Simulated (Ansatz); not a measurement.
Born–Oppenheimer molecular dynamics of a periodic cell of 28 atoms, Li₄Ni₃Sn₅O₁₆ (host Li4Ni3Sn5O16, host structure P1). It starts from an unrelaxed structure (largest force component 0.70 eV/Å).

All numbers below come from DFT PBEsol, scalar-relativistic, plane waves, PAW in Ansatz 0.2.0. Settings: cutoff 420 eV, k mesh 2x2x1, fermi-dirac smearing 0.05 eV, spin collinear.

```json
{
 "ensemble": "NVT, Nosé–Hoover chain",
 "time step": "1 fs",
 "steps asked": "30",
 "set temperature": "900 K",
 "thermostat": "time constant 100 fs, chain length 3",
 "seed": "429081"
}
```

First frame:

```xyz
28
Lattice="6.1107 0.0000 0.0000 3.0327 5.3751 0.0000 0.0115 0.1407 9.9075" Properties=species:S:1:pos:R:3
Li 3.021 1.764 1.067
Li 0.192 0.099 0.120
Li 0.099 0.121 4.977
Li 6.096 3.687 5.904
Ni 1.558 1.025 7.767
Ni 4.589 4.496 2.848
Ni 6.093 1.867 2.822
Sn 3.028 3.659 7.775
Sn 3.006 1.851 5.008
Sn 4.555 1.016 7.790
Sn 7.594 4.511 2.831
Sn 6.009 3.534 0.142
O 3.040 3.712 4.022
O 4.444 2.703 6.486
O 3.054 1.917 8.915
O 6.120 0.104 6.812
O 3.144 5.348 1.931
O 4.670 0.965 3.965
O 1.670 2.708 6.480
O 3.082 0.278 6.472
O 7.663 4.616 9.005
O 1.477 0.955 3.914
O 6.079 5.189 1.538
O 7.412 2.736 1.610
O 5.995 3.689 3.871
O 4.520 4.597 8.957
O 4.724 2.755 1.672
O 6.088 1.874 8.972
```

Q: What does the run give?

A: The run went to its last step.

```
steps done                                               : 30
time covered                                             : 30 fs
mean temperature over the second half                    : 355 K
spread of the potential energy over the second half      : 7.2 meV per atom
mean potential energy of the second half above the start : 68.6 meV per atom
```

The conserved energy stayed within 0.11 meV per atom of its start (net change 0.028 meV per atom), so the integration is sound. The mean temperature of the second half is 61 % below the set value. A run of 0.03 ps of so small a system gives no equilibrium averages. No Hubbard correction was used and the magnetic state wasn't searched. Limits of this set-up: coarse k mesh.

Q: What happens to the structure?

A: Mean squared displacements from the first frame to the last, about the centre of mass: Li 0.05 Å², Ni 0.02 Å², Sn 0.01 Å², O 0.02 Å². Another seed would give other details.

Q: How do temperature and energy run in time?

A: 
```
time (fs)  T (K)  potential energy less start (eV)  conserved less start (meV/atom)
      0.0    900                             0.000                             0.00
      2.0    889                             0.038                             0.00
      4.0    848                             0.183                             0.01
      6.0    779                             0.422                             0.02
      8.0    691                             0.732                             0.04
     10.0    591                             1.080                             0.06
     12.0    492                             1.429                             0.08
     14.0    404                             1.738                             0.10
     16.0    337                             1.974                             0.11
     18.0    297                             2.115                             0.11
     20.0    287                             2.152                             0.11
     22.0    304                             2.096                             0.10
     24.0    341                             1.971                             0.08
     26.0    388                             1.810                             0.06
     28.0    436                             1.650                             0.04
     30.0    475                             1.523                             0.03
```

Time of the run: 9.3 min on 2 threads of Arm Neoverse V2, with other jobs on the host, peak memory 1 GiB.
